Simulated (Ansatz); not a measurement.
# CdS: the cost of one run

Program: Ansatz 0.2.0. Level of theory: DFT PBE, scalar-relativistic, plane waves, PAW. These are calculated values, not measurements.

4 further runs of the same task are left out: 4 set aside as unsound or not needed.

### Step 1. The starting structure

It takes space group P6_3mc (No. 186, hexagonal). Conventional cell: a = 4.144 Å, b = 4.144 Å, c = 6.721 Å, α = 90.00°, β = 90.00°, γ = 120.00°. Cd (site symmetry 3m) is surrounded by 4 S at 2.53 Å. Around S (site symmetry 3m) lie 4 Cd at 2.53 Å.

Structure file:

```cif
data_structure
_symmetry_space_group_name_H-M 'P 1'
_symmetry_Int_Tables_number 1
_cell_length_a 4.1435
_cell_length_b 4.1435
_cell_length_c 6.7206
_cell_angle_alpha 90.000
_cell_angle_beta 90.000
_cell_angle_gamma 120.000
_cell_volume 99.93
loop_
_atom_site_label
_atom_site_type_symbol
_atom_site_fract_x
_atom_site_fract_y
_atom_site_fract_z
_atom_site_occupancy
Cd1 Cd 0.33333 0.66667 0.00392 1
Cd2 Cd 0.66667 0.33333 0.50392 1
S1 S 0.33333 0.66667 0.38108 1
S2 S 0.66667 0.33333 0.88108 1
```

Origin of the cell: volume kept, shape and atoms relaxed. At PBE, an earlier run found 2.42 GPa for this cell of 24.982 Å³/atom (10×10×6 mesh), gap on the mesh 1.21 eV.

### Step 2. Bands on a fine mesh

input.yaml

```yaml
crystal:
  lattice:
    - [4.1435162022, 0.0, 0.0]
    - [-2.0717581011, 3.5883902921, 0.0]
    - [0.0, 0.0, 6.7206336677]
  atoms:
    - { symbol: Cd, position: [0.3333333333, 0.6666666667, 0.0039225639] }
    - { symbol: Cd, position: [0.6666666667, 0.3333333333, 0.5039225639] }
    - { symbol: S, position: [0.3333333333, 0.6666666667, 0.3810774361] }
    - { symbol: S, position: [0.6666666667, 0.3333333333, 0.8810774361] }
basis:
  ecutwfc: 420
  ecutrho_ratio: 4
kpoints:
  mp_grid: { grid: [10, 10, 6] }
hamiltonian:
  xc: pbe
scf:
  occupations: { method: gaussian, width: 0.05 }
output:
  forces: true
  stress: true
  eigenvalues: true
  eigenstates:
    nscf_kmesh: { grid: [12, 12, 8] }
    de_dk: true
    e_range: [-2.5, 3.714510526676]
  write_density: true
  write_potential: true
  elf: true
  volumetric_format: npy
```

Started as:

```console
> ansatz run input.yaml --threads 4 --pin off --max-ram 9216MiB --backend cpu --events-out ev --progress --plain --runs-dir out
```

What time and memory should one allow on 4 threads of Arm Neoverse V1, shared host?

About 12 s, with a peak of 0.52 GiB.
